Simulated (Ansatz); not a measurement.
# C12: the cost of one run

Program: Ansatz 0.2.0. Level of theory: the levels named in each step. These are calculated values, not measurements.

## Step 1: Starting point

Bond lengths: C1–C2 1.272 Å, C2–C3 1.300 Å, C3–C4 1.263 Å, C4–C5 1.284 Å, C5–C6 1.265 Å, C6–C7 1.282 Å, C7–C8 1.265 Å, C8–C9 1.284 Å, C9–C10 1.263 Å, C10–C11 1.299 Å, C11–C12 1.272 Å. Angles: C1–C2–C3 180.0°, C2–C3–C4 180.0°, C3–C4–C5 180.0°, C4–C5–C6 180.0°, C5–C6–C7 180.0°, C6–C7–C8 180.0°, C7–C8–C9 180.0°, C8–C9–C10 180.0°, C9–C10–C11 180.0°, C10–C11–C12 180.0°.

Structure file:

```xyz
12

C     0.0000    0.0000   -7.0254
C     0.0000    0.0000   -5.7530
C     0.0000    0.0000   -4.4535
C     0.0000    0.0000   -3.1905
C     0.0000    0.0000   -1.9061
C     0.0000    0.0000   -0.6410
C     0.0000    0.0000    0.6414
C     0.0000    0.0000    1.9064
C     0.0000    0.0000    3.1907
C     0.0000    0.0000    4.4534
C     0.0000    0.0000    5.7527
C     0.0000    0.0000    7.0249
```

## Step 2: A rough first relaxation, PBE-D4/def2-SVP

input.yaml

```yaml
crystal:
  periodic: [false, false, false]
  atoms:
    - { symbol: C, position_ang: [0.0, 0.0, -7.02537] }
    - { symbol: C, position_ang: [0.0, 0.0, -5.75304] }
    - { symbol: C, position_ang: [0.0, 0.0, -4.45349] }
    - { symbol: C, position_ang: [0.0, 0.0, -3.1905] }
    - { symbol: C, position_ang: [0.0, 0.0, -1.9061] }
    - { symbol: C, position_ang: [0.0, 0.0, -0.64102] }
    - { symbol: C, position_ang: [0.0, 0.0, 0.64141] }
    - { symbol: C, position_ang: [0.0, 0.0, 1.90642] }
    - { symbol: C, position_ang: [0.0, 0.0, 3.19065] }
    - { symbol: C, position_ang: [0.0, 0.0, 4.45336] }
    - { symbol: C, position_ang: [0.0, 0.0, 5.75275] }
    - { symbol: C, position_ang: [0.0, 0.0, 7.02493] }
magnetization:
  spin_polarized: true
  initial_magnetization: 2
basis:
  gaussian: { orbitals: def2-SVP }
hamiltonian:
  xc: pbe
  dispersion: d4
relax:
  f_tol: 0.03
  max_steps: 200
```

Command:

```console
> ansatz run input.yaml --threads 4 --pin off --max-ram 10240MiB --backend cpu --events-out ev --progress --plain --runs-dir out
```

Q: Estimate wall time and peak memory on 4 threads of Arm Neoverse N1, shared host.

About 1.7 min, with a peak of 0.5 GiB.
